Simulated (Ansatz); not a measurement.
The same path of a periodic cell of 17 atoms, W₈C₈F (surface WC(001), adsorbate F) was run twice with different band settings. Lost on the way: C4–F17. Made: C8–F17.

All numbers below come from Ansatz 0.2.0, DFT PBE, scalar-relativistic, plane waves, PAW. Settings: PAW set soft_1, cutoff 420 eV, k mesh 4x4x1, gaussian smearing 0.1 eV, no spin polarisation.

Relaxed end points:

```xyz
17
Lattice="5.6779 0.0000 0.0000 -2.8390 4.9172 0.0000 0.0000 0.0000 15.1826" Properties=species:S:1:pos:R:3
W 0.000 0.000 1.000
C 1.419 0.820 2.364
W -0.009 -0.004 3.891
C 1.420 0.820 5.188
W -1.419 2.459 1.000
C -0.002 3.277 2.339
W -1.421 2.459 3.904
C 0.016 3.289 5.052
W 2.839 0.000 1.000
C 4.258 0.821 2.339
W 2.846 -0.004 3.891
C 4.258 0.800 5.053
W 1.419 2.459 1.000
C 2.840 3.277 2.340
W 1.418 2.468 3.892
C 2.821 3.289 5.053
F 1.425 0.819 6.517
```

```xyz
17
Lattice="5.6779 0.0000 0.0000 -2.8390 4.9172 0.0000 0.0000 0.0000 15.1826" Properties=species:S:1:pos:R:3
W 0.000 0.000 1.000
C 1.418 0.818 2.339
W -0.001 0.001 3.904
C 1.436 0.830 5.052
W -1.419 2.459 1.000
C 0.000 3.278 2.364
W -1.429 2.454 3.891
C 0.000 3.278 5.188
W 2.839 0.000 1.000
C 4.259 0.819 2.340
W 2.838 0.010 3.892
C 4.240 0.830 5.053
W 1.419 2.459 1.000
C 2.839 3.280 2.339
W 1.426 2.454 3.891
C 2.838 3.259 5.053
F 0.005 3.277 6.517
```

Common settings: climbing image yes; end points relaxed; atoms held 1, 5, 9, 13.

| run | movable images | spring | optimiser | start path | force threshold | iteration limit | largest step |
| --- | --- | --- | --- | --- | --- | --- | --- |
| 1 | 5 | 2.0 to 10.0 eV/Å², energy-weighted | lbfgs | straight line | 0.03 eV/Å | 74 | default |
| 2 | 3 | 5.0 eV/Å² | fire | default | 0.05 eV/Å | 50 | 0.5 Å |

Task: What does each run give, and how far can it be trusted?

Result: Run 1: converged after 18 iterations, highest image 2.458 eV above the first end. By the program's own check the climbing image is of a kind that is not told: the force calls were inconclusive, a negative curvature could not be distinguished from the path's own, the only one lies far off the path, or fixed occupations may fill a level only in part (lowest curvatures found: -17.20 and 2.00 eV/Å²).
Run 2: converged after 30 iterations, highest image 2.459 eV above the first end. Neighbouring images differ by up to 1.9 eV, so the band resolves the path poorly. The order of the point at the top wasn't checked.
Limits of this set-up: coarse k mesh, thin slab, slab without dipole correction, odd electron count without spin, a typed lattice constant that wasn't relaxed here.
